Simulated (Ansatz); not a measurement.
# H3ISi2: the cost of one run

Program: Ansatz 0.2.0. Level of theory: RKS revPBE-D4/def2-SVP. These are calculated values, not measurements.

### Step 1. Starting point

Bond lengths: Si1–Si2 2.228 Å, Si2–I3 2.534 Å, Si1–H4 1.468 Å, Si1–H5 1.471 Å, Si2–H6 1.478 Å. Angles: Si1–Si2–I3 110.6°, Si1–Si2–H6 108.7°, I3–Si2–H6 97.8°, Si2–Si1–H4 134.6°, Si2–Si1–H5 111.7°, H4–Si1–H5 102.2°.

As a file:

```xyz
6

Si   -0.6780    0.2461   -0.8410
Si    0.3217   -0.0381    1.1303
I     1.9984   -1.9351    1.0152
H    -1.2407   -0.6590   -1.8510
H    -1.6824    1.3197   -0.7925
H     1.2810    1.0664    1.3389
```

### Step 2. End point A

Contents of input.yaml:

```yaml
crystal:
  periodic: [false, false, false]
  atoms:
    - { symbol: Si, position_ang: [-0.67799, 0.24613, -0.84096] }
    - { symbol: Si, position_ang: [0.32172, -0.03811, 1.13033] }
    - { symbol: I, position_ang: [1.99838, -1.93506, 1.01518] }
    - { symbol: H, position_ang: [-1.24068, -0.659, -1.85098] }
    - { symbol: H, position_ang: [-1.68238, 1.31967, -0.79247] }
    - { symbol: H, position_ang: [1.28095, 1.06637, 1.3389] }
basis:
  gaussian: { orbitals: def2-SVP }
hamiltonian:
  xc: revpbe
  dispersion: d4
relax:
  f_tol: 0.02
  max_steps: 50
output:
  orbitals: {}
```

Started as:

```console
$ ansatz run input.yaml --threads 1 --pin off --max-ram 2048MiB --backend cpu --events-out ev --progress --plain --runs-dir out
```

Q: Estimate wall time and peak memory on 1 thread of Intel Xeon Platinum 8488C (Sapphire Rapids), shared host.

About 11 s, with a peak of 0.15 GiB.
